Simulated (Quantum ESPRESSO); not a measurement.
# GaGe (F-43m) in Quantum ESPRESSO: settings compared, part 2 of 2

Quantum ESPRESSO 7.5. The steps go on from the part before.

**3. Band structure, r2SCAN**

pw.in

```
&CONTROL
  calculation = 'scf'
  prefix = 'pwscf'
  outdir = './tmp'
  pseudo_dir = './pseudo'
  tprnfor = .true.
  tstress = .true.
  disk_io = 'low'
/
&SYSTEM
  ibrav = 0
  nat = 2
  ntyp = 2
  ecutwfc = 88
  nbnd = 21
  input_dft = 'r2scan'
  occupations = 'smearing'
  smearing = 'fd'
  degauss = 0.00367493
  nosym = .true.
/
&ELECTRONS
  conv_thr = 1d-08
  electron_maxstep = 120
  mixing_beta = 0.5
/
ATOMIC_SPECIES
Ge    72.6300 Ge_ONCV_PBE-1.2.upf
Ga    69.7230 Ga_ONCV_PBE-1.2.upf
CELL_PARAMETERS angstrom
   0.0000000000    2.8978440000    2.8978440000
   2.8978440000    0.0000000000    2.8978440000
   2.8978440000    2.8978440000    0.0000000000
ATOMIC_POSITIONS crystal
Ge     0.0000000000    0.0000000000    0.0000000000
Ga     0.2500000000    0.2500000000    0.2500000000
K_POINTS automatic
6 6 6 0 0 0
```

bands.in

```
&CONTROL
  calculation = 'bands'
  prefix = 'pwscf'
  outdir = './tmp'
  pseudo_dir = './pseudo'
  disk_io = 'low'
  verbosity = 'high'
/
&SYSTEM
  ibrav = 0
  nat = 2
  ntyp = 2
  ecutwfc = 88
  nbnd = 21
  input_dft = 'r2scan'
  occupations = 'smearing'
  smearing = 'fd'
  degauss = 0.00367493
  nosym = .true.
/
&ELECTRONS
  conv_thr = 1d-08
  electron_maxstep = 120
  mixing_beta = 0.5
  diago_full_acc = .true.
  startingwfc = 'random'
/
ATOMIC_SPECIES
Ge    72.6300 Ge_ONCV_PBE-1.2.upf
Ga    69.7230 Ga_ONCV_PBE-1.2.upf
CELL_PARAMETERS angstrom
   0.0000000000    2.8978440000    2.8978440000
   2.8978440000    0.0000000000    2.8978440000
   2.8978440000    2.8978440000    0.0000000000
ATOMIC_POSITIONS crystal
Ge     0.0000000000    0.0000000000    0.0000000000
Ga     0.2500000000    0.2500000000    0.2500000000
K_POINTS crystal
60
 0.0000000000  0.0000000000  0.0000000000 1
 0.0625000000  0.0000000000  0.0625000000 1
 0.1250000000  0.0000000000  0.1250000000 1
 0.1875000000  0.0000000000  0.1875000000 1
 0.2500000000  0.0000000000  0.2500000000 1
 0.3125000000  0.0000000000  0.3125000000 1
 0.3750000000  0.0000000000  0.3750000000 1
 0.4375000000  0.0000000000  0.4375000000 1
 0.5000000000  0.0000000000  0.5000000000 1
 0.5000000000  0.0625000000  0.5625000000 1
 0.5000000000  0.1250000000  0.6250000000 1
 0.5000000000  0.1875000000  0.6875000000 1
 0.5000000000  0.2500000000  0.7500000000 1
 0.4375000000  0.3125000000  0.7500000000 1
 0.3750000000  0.3750000000  0.7500000000 1
 0.3375000000  0.3375000000  0.6750000000 1
 0.3000000000  0.3000000000  0.6000000000 1
 0.2625000000  0.2625000000  0.5250000000 1
 0.2250000000  0.2250000000  0.4500000000 1
 0.1875000000  0.1875000000  0.3750000000 1
 0.1500000000  0.1500000000  0.3000000000 1
 0.1125000000  0.1125000000  0.2250000000 1
 0.0750000000  0.0750000000  0.1500000000 1
 0.0375000000  0.0375000000  0.0750000000 1
 0.0000000000  0.0000000000  0.0000000000 1
 0.0625000000  0.0625000000  0.0625000000 1
 0.1250000000  0.1250000000  0.1250000000 1
 0.1875000000  0.1875000000  0.1875000000 1
 0.2500000000  0.2500000000  0.2500000000 1
 0.3125000000  0.3125000000  0.3125000000 1
 0.3750000000  0.3750000000  0.3750000000 1
 0.4375000000  0.4375000000  0.4375000000 1
 0.5000000000  0.5000000000  0.5000000000 1
 0.5250000000  0.4500000000  0.5250000000 1
 0.5500000000  0.4000000000  0.5500000000 1
 0.5750000000  0.3500000000  0.5750000000 1
 0.6000000000  0.3000000000  0.6000000000 1
 0.6250000000  0.2500000000  0.6250000000 1
 0.5833333333  0.2500000000  0.6666666667 1
 0.5416666667  0.2500000000  0.7083333333 1
 0.5000000000  0.2500000000  0.7500000000 1
 0.5000000000  0.2857142857  0.7142857143 1
 0.5000000000  0.3214285714  0.6785714286 1
 0.5000000000  0.3571428571  0.6428571429 1
 0.5000000000  0.3928571429  0.6071428571 1
 0.5000000000  0.4285714286  0.5714285714 1
 0.5000000000  0.4642857143  0.5357142857 1
 0.5000000000  0.5000000000  0.5000000000 1
 0.4821428571  0.4821428571  0.5357142857 1
 0.4642857143  0.4642857143  0.5714285714 1
 0.4464285714  0.4464285714  0.6071428571 1
 0.4285714286  0.4285714286  0.6428571429 1
 0.4107142857  0.4107142857  0.6785714286 1
 0.3928571429  0.3928571429  0.7142857143 1
 0.3750000000  0.3750000000  0.7500000000 1
 0.6250000000  0.2500000000  0.6250000000 1
 0.5937500000  0.1875000000  0.5937500000 1
 0.5625000000  0.1250000000  0.5625000000 1
 0.5312500000  0.0625000000  0.5312500000 1
 0.5000000000  0.0000000000  0.5000000000 1
```

Potentials or basis: SG15 PBE 1.2.

Command:

```
$ OMP_NUM_THREADS=1 mpirun -n 2 pw.x -nk 2 -in pw.in > pw.out
$ OMP_NUM_THREADS=1 mpirun -n 2 pw.x -nk 2 -in bands.in > bands.out
```

Wall time 8.5 min (2 MPI ranks of Arm Neoverse V1, shared host); peak memory 0.36 GiB.

It converged, with:

```yaml
Free_energy: -3683.8304 eV
Pressure: -4.3 GPa
Band_gap_on_the_k_mesh: none (metal or under the smearing width)
```

Levels at the corners of the path, in eV from the Fermi level:
```tsv
point	band 12	band 13	band 14	band 15	band 16	band 17
Γ	1.87	1.87	1.87	2.19	4.79	4.79
X	-5.97	-1.20	-1.20	2.82	2.92	11.69
W	-5.82	-2.06	-1.95	6.24	6.44	6.63
K	-5.75	-2.44	-0.75	3.28	6.14	9.33
Γ	1.87	1.87	1.87	2.19	4.79	4.79
L	-5.47	0.49	0.49	2.37	5.91	5.91
U	-5.75	-2.44	-0.75	3.28	6.14	9.33
W	-5.82	-2.06	-1.95	6.24	6.44	6.63
L	-5.47	0.49	0.49	2.37	5.91	5.91
K	-5.75	-2.44	-0.75	3.28	6.14	9.33
U	-5.75	-2.44	-0.75	3.28	6.14	9.33
X	-5.97	-1.20	-1.20	2.82	2.92	11.69
```

Caveat: the k mesh is coarse; the potentials were made for another functional, which shifts forces and pressure.

**4. Single point, r2SCAN, 22.87 Å³/atom**

pw.in, as its differences from that of step 3:

```diff
@@ -7,3 +7,3 @@
   tstress = .true.
-  disk_io = 'low'
+  disk_io = 'nowf'
 /
@@ -20,2 +20,5 @@
   nosym = .true.
+  nr1 = 48
+  nr2 = 48
+  nr3 = 48
 /
@@ -30,5 +33,5 @@
 CELL_PARAMETERS angstrom
-   0.0000000000    2.8978440000    2.8978440000
-   2.8978440000    0.0000000000    2.8978440000
-   2.8978440000    2.8978440000    0.0000000000
+   0.0000000000    2.8386877276    2.8386877276
+   2.8386877276    0.0000000000    2.8386877276
+   2.8386877276    2.8386877276    0.0000000000
 ATOMIC_POSITIONS crystal
```

Command:

```
$ OMP_NUM_THREADS=1 mpirun -n 2 pw.x -nk 2 -in pw.in > pw.out
```

It took 5.7 min on 2 MPI ranks of Arm Neoverse V1, shared host; peak memory 0.36 GiB.

The run converged. Its results:

```yaml
Free_energy: -3683.8795 eV
Pressure: -0.9 GPa
Band_gap_on_the_k_mesh: none (metal or under the smearing width)
```

Caveat: the k mesh is coarse; the potentials were made for another functional, which shifts forces and pressure.

**5. Single point, r2SCAN, 23.36 Å³/atom**

pw.in, as its differences from that of step 4:

```diff
@@ -33,5 +33,5 @@
 CELL_PARAMETERS angstrom
-   0.0000000000    2.8386877276    2.8386877276
-   2.8386877276    0.0000000000    2.8386877276
-   2.8386877276    2.8386877276    0.0000000000
+   0.0000000000    2.8586791449    2.8586791449
+   2.8586791449    0.0000000000    2.8586791449
+   2.8586791449    2.8586791449    0.0000000000
 ATOMIC_POSITIONS crystal
```

Command:

```
$ OMP_NUM_THREADS=1 mpirun -n 2 pw.x -nk 2 -in pw.in > pw.out
```

Run time: 6 min. Hardware: 2 MPI ranks of Arm Neoverse V1, shared host; peak memory 0.36 GiB.

The run converged. Its results:

```yaml
Free_energy: -3683.8702 eV
Pressure: -2.2 GPa
Band_gap_on_the_k_mesh: none (metal or under the smearing width)
```

Caveat: the k mesh is coarse; the potentials were made for another functional, which shifts forces and pressure.

**6. Single point, r2SCAN, 23.85 Å³/atom**

pw.in, as its differences from that of step 5:

```diff
@@ -33,5 +33,5 @@
 CELL_PARAMETERS angstrom
-   0.0000000000    2.8586791449    2.8586791449
-   2.8586791449    0.0000000000    2.8586791449
-   2.8586791449    2.8586791449    0.0000000000
+   0.0000000000    2.8783947965    2.8783947965
+   2.8783947965    0.0000000000    2.8783947965
+   2.8783947965    2.8783947965    0.0000000000
 ATOMIC_POSITIONS crystal
```

Potentials or basis: SG15 PBE 1.2.

Command:

```
$ OMP_NUM_THREADS=1 mpirun -n 2 pw.x -nk 2 -in pw.in > pw.out
```

Run time: 5.7 min. Hardware: 2 MPI ranks of Arm Neoverse V1, shared host; peak memory 0.36 GiB.

The run converged. Its results:

```yaml
Free_energy: -3683.8535 eV
Pressure: -3.3 GPa
Band_gap_on_the_k_mesh: none (metal or under the smearing width)
```

Caveat: the k mesh is coarse; the potentials were made for another functional, which shifts forces and pressure.

**7. Single point, r2SCAN, 24.33 Å³/atom**

pw.in, as its differences from that of step 6:

```diff
@@ -33,5 +33,5 @@
 CELL_PARAMETERS angstrom
-   0.0000000000    2.8783947965    2.8783947965
-   2.8783947965    0.0000000000    2.8783947965
-   2.8783947965    2.8783947965    0.0000000000
+   0.0000000000    2.8978440000    2.8978440000
+   2.8978440000    0.0000000000    2.8978440000
+   2.8978440000    2.8978440000    0.0000000000
 ATOMIC_POSITIONS crystal
```

Command:

```
$ OMP_NUM_THREADS=1 mpirun -n 2 pw.x -nk 2 -in pw.in > pw.out
```

Run time: 5.8 min. Hardware: 2 MPI ranks of Arm Neoverse V1, shared host; peak memory 0.36 GiB.

The run converged. Its results:

```
Free energy            : -3683.8304 eV
Pressure               : -4.3 GPa
Band gap on the k mesh : none (metal or under the smearing width)
```

Caveat: the k mesh is coarse; the potentials were made for another functional, which shifts forces and pressure.

**8. Single point, r2SCAN, 24.82 Å³/atom**

pw.in, as its differences from that of step 7:

```diff
@@ -33,5 +33,5 @@
 CELL_PARAMETERS angstrom
-   0.0000000000    2.8978440000    2.8978440000
-   2.8978440000    0.0000000000    2.8978440000
-   2.8978440000    2.8978440000    0.0000000000
+   0.0000000000    2.9170355792    2.9170355792
+   2.9170355792    0.0000000000    2.9170355792
+   2.9170355792    2.9170355792    0.0000000000
 ATOMIC_POSITIONS crystal
```

Command:

```
$ OMP_NUM_THREADS=1 mpirun -n 2 pw.x -nk 2 -in pw.in > pw.out
```

Wall time 6.3 min (2 MPI ranks of Arm Neoverse V1, shared host); peak memory 0.38 GiB.

Results (log left out):

```
Free energy            : -3683.8015 eV
Pressure               : -5.2 GPa
Band gap on the k mesh : none (metal or under the smearing width)
```

Caveat: the k mesh is coarse; the potentials were made for another functional, which shifts forces and pressure.

**9. Single point, r2SCAN, 25.31 Å³/atom**

pw.in, as its differences from that of step 8:

```diff
@@ -33,5 +33,5 @@
 CELL_PARAMETERS angstrom
-   0.0000000000    2.9170355792    2.9170355792
-   2.9170355792    0.0000000000    2.9170355792
-   2.9170355792    2.9170355792    0.0000000000
+   0.0000000000    2.9359778994    2.9359778994
+   2.9359778994    0.0000000000    2.9359778994
+   2.9359778994    2.9359778994    0.0000000000
 ATOMIC_POSITIONS crystal
```

Potentials or basis: SG15 PBE 1.2.

Command:

```
$ OMP_NUM_THREADS=1 mpirun -n 2 pw.x -nk 2 -in pw.in > pw.out
```

Run time: 6.6 min. Hardware: 2 MPI ranks of Arm Neoverse V1, shared host; peak memory 0.38 GiB.

It converged, with:

```
Free energy            : -3683.7677 eV
Pressure               : -5.9 GPa
Band gap on the k mesh : none (metal or under the smearing width)
```

Caveat: the k mesh is coarse; the potentials were made for another functional, which shifts forces and pressure.

**10. Single point, r2SCAN, 25.79 Å³/atom**

pw.in, as its differences from that of step 9:

```diff
@@ -33,5 +33,5 @@
 CELL_PARAMETERS angstrom
-   0.0000000000    2.9359778994    2.9359778994
-   2.9359778994    0.0000000000    2.9359778994
-   2.9359778994    2.9359778994    0.0000000000
+   0.0000000000    2.9546788998    2.9546788998
+   2.9546788998    0.0000000000    2.9546788998
+   2.9546788998    2.9546788998    0.0000000000
 ATOMIC_POSITIONS crystal
```

Command:

```
$ OMP_NUM_THREADS=1 mpirun -n 2 pw.x -nk 2 -in pw.in > pw.out
```

Run time: 6 min. Hardware: 2 MPI ranks of Arm Neoverse V1, shared host; peak memory 0.38 GiB.

It converged, with:

```yaml
Free_energy: -3683.7297 eV
Pressure: -6.6 GPa
Band_gap_on_the_k_mesh: none (metal or under the smearing width)
```

Caveat: the k mesh is coarse; the potentials were made for another functional, which shifts forces and pressure.

**11. Equation of state, r2SCAN**

No new run: the results of the series are fitted here.

Results:

```
Equilibrium volume : 22.59 Å³/atom (rough: see the caveat)
Bulk modulus       : 70 GPa (rough)
```

Energy against volume, from the lowest point:
```csv
volume (Å³/atom),energy (meV/atom)
22.875,0.00
23.361,4.66
23.848,12.99
24.335,24.57
24.821,39.01
25.308,55.90
25.795,74.92
```

Caveat: the potentials were made for another functional, which shifts forces and pressure; the minimum lies outside the volumes run.

**12. Summary**

| task | level | potentials or basis | k mesh | cutoff (eV) | form of the LDA correlation | SCF threshold | symmetry | gap on the mesh (eV) | pressure (GPa) |
| --- | --- | --- | --- | --- | --- | --- | --- | --- | --- |
| band structure | LDA | GBRV 1.5 LDA | 8 × 8 × 8 | 762 | PZ81 | 4e-10 Ry | - | none | -4.1 |
| band structure | r2SCAN | SG15 PBE 1.2 | 6 × 6 × 6 | 1197 | - | 1e-08 Ry | off | none | -4.3 |
| equation of state | r2SCAN | SG15 PBE 1.2 | 6 × 6 × 6 | 1197 | - | 1e-08 Ry | off | - | - |

Alike in all rows: no spin polarisation; cell as given; smearing fermi-dirac 0.05 eV.

Caveats: the potentials were made for another functional, which shifts forces and pressure (some runs); the minimum lies outside the volumes run (some runs).

Total energies depend on the potentials used, so only differences within one code and one set of settings carry meaning.
